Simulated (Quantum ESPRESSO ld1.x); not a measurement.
# As³⁺ in [Ar] 3d10 4s1 4p1: an all-electron calculation

What are the levels of the arsenic ion As3+, how large are its shells, and how does its energy divide?

The numbers are computed with Quantum ESPRESSO ld1.x 7.5 (scalar-relativistic Kohn-Sham, LDA (Slater exchange, Perdew-Wang correlation), spin-polarised, spherical densities, point nucleus; open shells are filled with parallel spins first), except any that are marked as measured or tabulated.

## (1) The atom as given

| Property | Result |
| --- | --- |
| element | arsenic (Z = 33) |
| charge | +3 |
| electrons | 30 |
| configuration | [Ar] 3d10 4s1 4p1 |

The outer shells:

As³⁺
```
[Ar] core
3d [↑↓][↑↓][↑↓][↑↓][↑↓]
4s [↑ ]
4p [↑ ][  ][  ]
```

## (2) The calculation

ld1.in

```fortran
 &input
    atom='As',
    iswitch=1,
    rel=1,
    lsd=1,
    dft='PW',
    config='[Ar] 3d10 4s1 4p1',
    verbosity='high',
    prefix='ld1',
    max_out_wfc=37,
    file_charge='ld1.rho',
 /
```

Q: Predict the outcome of this run.

As calculated:

```
                        quantity                   value
                    total energy      -2255.3322 hartree
exchange-correlation share of it                  3.53 %
                            −T/E                  1.0189
          highest occupied level       4p up, -34.987 eV
    most extended occupied level  4p up, <r> = 1.98 bohr
 radius at density 0.001 e/bohr³               3.29 bohr
    maxima of the radial density                       3
```

**Reading.** 4 principal shells are occupied and 3 maxima appear in the radial density; where shells overlap, one shows as a shoulder or not at all. Relativity lifts −T/E to 1.019. This is not the tabulated ground configuration, so its levels and sizes aren't those of the ground state, and no measured value stands beside it.
